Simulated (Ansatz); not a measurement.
# AuBr: a ladder of functionals and wavefunction methods

An exercise on one series of results from a longer session: the logs are not shown, and one member is left open.

Method: functionals in def2-TZVPP, the program's frozen cores in correlated methods; program: Ansatz 0.2.0, Gaussian basis.

Plan: LDA (SPW92), PBE-D4, revPBE-D4, BLYP-D4, r2SCAN-D4, B97M-V, PBE0-D4, B3LYP-D4, r2SCANh-D4, r2SCAN0-D4, HSE06-D4, BHLYP-D4, CAM-B3LYP-D4, LC-ωPBE, ωB97X-V, ωB97M-V, B2PLYP, PBE-QIDH; CCSD(T)/def2-SVP; CCSD(T)/def2-TZVPP; CCSD(T)/def2-QZVPP; extrapolation to the limit; RPA on PBE.

### Structure used throughout

An earlier PBE0-D4 in a triple-zeta def2 set relaxation fixed the geometry. Au takes the def2 core potential; no spin-orbit term is included.

SMILES `[Br][Au]`, 2 atoms, charge 0, spin multiplicity 1.

Atoms are counted from 1 here; the program's logs count them from 0.

Bond lengths: Br1–Au2 2.350 Å.

The first run:

in.yaml reads:

```yaml
crystal:
  periodic: [false, false, false]
  atoms:
    - {symbol: Br, position_ang: [1.015055, -0.384913, 0.506299]}
    - {symbol: Au, position_ang: [-0.985655, 0.324713, -0.502199]}
basis:
  gaussian: {orbitals: def2-TZVPP}
hamiltonian: {xc: lda}
output: {orbitals: {seedname: orbitals}}
```

Among the steps run: LDA; PBE-D4 (GGA); revPBE-D4 (GGA); BLYP-D4 (GGA); r2SCAN-D4 (meta-GGA); B97M-V (meta-GGA); PBE0-D4 (hybrid); B3LYP-D4 (hybrid); r2SCANh-D4 (hybrid); r2SCAN0-D4 (hybrid); HSE06-D4 (hybrid); BHLYP-D4 (hybrid); CAM-B3LYP-D4 (range-separated); LC-ωPBE-D4 (range-separated; the results give it without D4); ωB97X-V (range-separated); ωB97M-V (range-separated); B2PLYP (double hybrid); PBE-QIDH (double hybrid).

One of the session's tables, all rows but one given; the rest of the session is left out.

It belongs to the step «Frontier levels by functional». 

| functional | HOMO (eV) | LUMO (eV) | gap (eV) |
| --- | --- | --- | --- |
| LDA (SPW92) | ? | ? | ? |
| PBE-D4 | -6.53 | -4.65 | 1.87 |
| revPBE-D4 | -6.45 | -4.54 | 1.91 |
| BLYP-D4 | -6.40 | -4.63 | 1.77 |
| r2SCAN-D4 | -6.76 | -4.47 | 2.29 |
| B97M-V | -6.76 | -4.44 | 2.32 |
| PBE0-D4 | -7.68 | -3.75 | 3.93 |
| B3LYP-D4 | -7.48 | -4.08 | 3.40 |
| r2SCANh-D4 | -7.19 | -4.14 | 3.06 |
| r2SCAN0-D4 | -7.85 | -3.65 | 4.20 |
| HSE06-D4 | -7.28 | -4.12 | 3.16 |
| BHLYP-D4 | -8.69 | -2.93 | 5.76 |
| CAM-B3LYP-D4 | -8.96 | -2.87 | 6.09 |
| LC-ωPBE | -10.17 | -1.57 | 8.60 |
| ωB97X-V | -9.89 | -1.74 | 8.15 |
| ωB97M-V | -9.79 | -1.90 | 7.89 |

Q: Estimate the row for LDA (SPW92) from the others.

The run gave: HOMO (eV): -6.75; LUMO (eV): -4.97; gap (eV): 1.78. In the column «HOMO (eV)» it lies between B97M-V (-6.76) and PBE-D4 (-6.53).
